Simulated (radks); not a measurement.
# Ionisation energy and size from Rb⁺ to Pd⁺

An exercise on one series of results from a longer session: the logs are not shown, and one member is left open.

Method: scalar-relativistic Kohn-Sham, PBE, spin-polarised, spherical densities, point nucleus; open shells are filled with parallel spins first. Code: radks (a radial shooting solver on a logarithmic mesh, Libxc functionals) version 1.

### What is computed

```
species : Rb⁺, Sr⁺, Zr⁺, Nb⁺, Mo⁺, Tc⁺, Ru⁺, Rh⁺, Pd⁺
runs    : 18, each species and its next ion
```

Set-up of the first run:

Input:

```text
Z 37
configuration [Kr]
relativity scalar-relativistic
functional pbe,pbe
spin polarised
nucleus point
c 137.035999084
```

Steps of the session up to this table: Rb⁺, [Kr]; Rb²⁺, [Ar] 3d10 4s2 4p5; Sr⁺, [Kr] 5s1; Sr²⁺, [Kr]; Zr⁺, [Kr] 4d2 5s1; Zr²⁺, [Kr] 4d2; Nb⁺, [Kr] 4d4; Nb²⁺, [Kr] 4d3; Mo⁺, [Kr] 4d5; Mo²⁺, [Kr] 4d4; Tc⁺, [Kr] 4d5 5s1; Tc²⁺, [Kr] 4d5; Ru⁺, [Kr] 4d7; Ru²⁺, [Kr] 4d6; Rh⁺, [Kr] 4d8; Rh²⁺, [Kr] 4d7; Pd⁺, [Kr] 4d9; Pd²⁺, [Kr] 4d8.

One table of the session follows, with a row left open; its other results are not shown here.

| species | Δ-SCF (eV) | −ε(HOMO) (eV) | its <r> (bohr) |
| --- | --- | --- | --- |
| Rb⁺ | 27.360 | 21.651 | 1.71 |
| Sr⁺ | 11.193 | 8.677 | 3.87 |
| Zr⁺ | 13.461 | 10.535 | 3.37 |
| Nb⁺ | ? | ? | ? |
| Mo⁺ | 16.538 | 11.424 | 1.87 |
| Tc⁺ | 15.600 | 12.157 | 2.97 |
| Ru⁺ | 16.717 | 11.383 | 1.67 |
| Rh⁺ | 18.521 | 12.852 | 1.56 |
| Pd⁺ | 20.252 | 14.265 | 1.47 |

Q: Estimate the row for Nb⁺ from the others.

The run gave: Δ-SCF (eV): 14.922; −ε(HOMO) (eV): 10.150; its <r> (bohr): 2.03. In the column «Δ-SCF (eV)» it lies between Zr⁺ (13.461) and Tc⁺ (15.600).

Elements between those listed are not part of this session, or gave no valid solution. Open shells are spherical and high-spin; term and fine-structure splittings are not resolved.
